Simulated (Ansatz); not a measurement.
# As2: the cost of one run

Method: the levels named in each step, in Ansatz 0.2.0.

### Step 1. The starting structure

Bond lengths: As1–As2 2.094 Å.

As a file:

```xyz
2

As    0.0000    0.0000    0.0000
As    0.0000    0.0000    2.0942
```

### Step 2. A rough first relaxation, PBE-D4/def2-SVP

This run stands in another session on the same molecule. It ended at:

```xyz
2

As    0.0000    0.0000   -0.0140
As    0.0000    0.0000    2.1082
```

### Step 3. Relaxation, PBE0-D4/def2-TZVPP

This run stands in another session on the same molecule. It ended at:

```xyz
2

As    0.0000    0.0000    0.0026
As    0.0000    0.0000    2.0916
```

### Step 4. Frequencies, PBE0-D4/def2-TZVPP

input.yaml

```yaml
crystal:
  periodic: [false, false, false]
  atoms:
    - { symbol: As, position_ang: [0.0, 0.0, 0.00260715] }
    - { symbol: As, position_ang: [0.0, 0.0, 2.09158285] }
basis:
  gaussian: { orbitals: def2-TZVPP }
hamiltonian:
  xc: pbe0
  dispersion: d4
phonons: {}
```

Run with:

```bash
> ansatz run input.yaml --threads 2 --pin off --max-ram 5120MiB --backend cpu --events-out ev --progress --plain --runs-dir out
```

**Question.** How long does this run take on 2 threads of Arm Neoverse N1, shared host, and how much memory does it need?

About 14 s, with a peak of 0.17 GiB.
